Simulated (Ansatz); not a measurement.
# C2H8OSeSi: one species, many methods

The task here is to estimate one member of a computed series from the others.

Computed with Ansatz 0.2.0, Gaussian basis. Level: functionals in def2-TZVPP, the program's frozen cores in correlated methods.

Levels to be run: PBE-D4, r2SCAN-D4, PBE0-D4, B3LYP-D4, ωB97X-V, ωB97M-V, B2PLYP; CCSD(T)/def2-TZVPP; MP2/def2-QZVPP; extrapolation to the limit.

## The geometry

All runs share one geometry, relaxed beforehand with PBE0-D4 in a triple-zeta def2 set.

SMILES `CO[SiH2][Se]C`, 13 atoms, charge 0, spin multiplicity 1.

Atoms are counted from 1 here; the program's logs count them from 0.

Bond lengths: C1–O2 1.408 Å, C1–H6 1.091 Å, C1–H7 1.096 Å, C1–H8 1.097 Å, O2–Si3 1.639 Å, Si3–Se4 2.268 Å, Si3–H9 1.490 Å, Si3–H10 1.478 Å, Se4–C5 1.960 Å, C5–H11 1.088 Å, C5–H12 1.088 Å, C5–H13 1.088 Å. Angles: O2–C1–H6 108.2°, O2–C1–H7 111.0°, O2–C1–H8 111.6°, H6–C1–H7 108.6°, H6–C1–H8 108.5°, H7–C1–H8 108.8°, C1–O2–Si3 123.2°, O2–Si3–Se4 114.9°, O2–Si3–H9 109.8°, O2–Si3–H10 105.5°, Se4–Si3–H9 105.9°, Se4–Si3–H10 108.0°, H9–Si3–H10 112.9°, Si3–Se4–C5 97.8°, Se4–C5–H11 106.6°, Se4–C5–H12 109.9°, Se4–C5–H13 110.6°, H11–C5–H12 109.5° and more.

Geometry (Å):

```xyz
13
charge 0, multiplicity 1
C    -0.57215    1.20735   -1.46087
O    -1.49792    1.04739   -0.41168
Si   -1.14831    0.25698    0.98107
Se   -0.39025   -1.86323    0.71224
C     1.51388   -1.44309    0.51674
H    -1.03528    1.82174   -2.23421
H    -0.30197    0.23956   -1.89747
H     0.34181    1.70890   -1.11971
H    -0.07693    0.98397    1.71871
H    -2.42085    0.19477    1.73029
H     2.05657   -2.36808    0.70215
H     1.80543   -0.69636    1.25269
H     1.72598   -1.08989   -0.48995
```

The first run:

Contents of in.yaml:

```yaml
crystal:
  periodic: [false, false, false]
  atoms:
    - {symbol: C, position_ang: [-0.572149, 1.207352, -1.460868]}
    - {symbol: O, position_ang: [-1.497919, 1.047393, -0.411675]}
    - {symbol: Si, position_ang: [-1.148310, 0.256976, 0.981071]}
    - {symbol: Se, position_ang: [-0.390246, -1.863233, 0.712238]}
    - {symbol: C, position_ang: [1.513880, -1.443091, 0.516744]}
    - {symbol: H, position_ang: [-1.035277, 1.821740, -2.234207]}
    - {symbol: H, position_ang: [-0.301974, 0.239557, -1.897474]}
    - {symbol: H, position_ang: [0.341809, 1.708905, -1.119711]}
    - {symbol: H, position_ang: [-0.076931, 0.983967, 1.718709]}
    - {symbol: H, position_ang: [-2.420849, 0.194772, 1.730285]}
    - {symbol: H, position_ang: [2.056572, -2.368080, 0.702147]}
    - {symbol: H, position_ang: [1.805426, -0.696363, 1.252694]}
    - {symbol: H, position_ang: [1.725978, -1.089894, -0.489952]}
basis:
  gaussian: {orbitals: def2-TZVPP}
hamiltonian: {xc: pbe, dispersion: d4}
output: {forces: true, orbitals: {seedname: orbitals}}
```

The run is started by

```
$ ansatz run in.yaml --threads 2 --pin off --events-out ev --progress --plain --max-ram 22528MiB --backend cuda --devices 0, --max-vram 18GiB
```

Among the steps run: PBE-D4 (GGA); r2SCAN-D4 (meta-GGA); PBE0-D4 (hybrid); B3LYP-D4 (hybrid); ωB97X-V (range-separated); ωB97M-V (range-separated); B2PLYP (double hybrid); CCSD(T) in def2-TZVPP; MP2 in def2-QZVPP.

One table of the session follows, with a row left open; its other results are not shown here.

| method | atomisation energy (kcal/mol) |
| --- | --- |
| PBE-D4 | 1116.3 |
| r2SCAN-D4 | 1105.8 |
| PBE0-D4 | 1101.2 |
| B3LYP-D4 | 1102.9 |
| ωB97X-V | 1107.4 |
| ωB97M-V | 1104.4 |
| B2PLYP | 1090.4 |
| HF/def2-TZVPP | ? |
| MP2/def2-TZVPP | 1089.2 |
| CCSD/def2-TZVPP | 1063.4 |
| CCSD(T)/def2-TZVPP | 1078.2 |
| MP2/CBS | 1118.3 |
| CCSD(T)/CBS | 1107.3 |

Estimate the missing values for HF/def2-TZVPP.

**Answer.** atomisation energy (kcal/mol): 809.9. In the column «atomisation energy (kcal/mol)» it is the lowest.

To keep in mind: Free atoms (2 C, 1 O, 1 Si, 1 Se, 8 H) were run apart at each level; the atomisation energy is their sum less the molecule, without zero-point or spin-orbit terms.
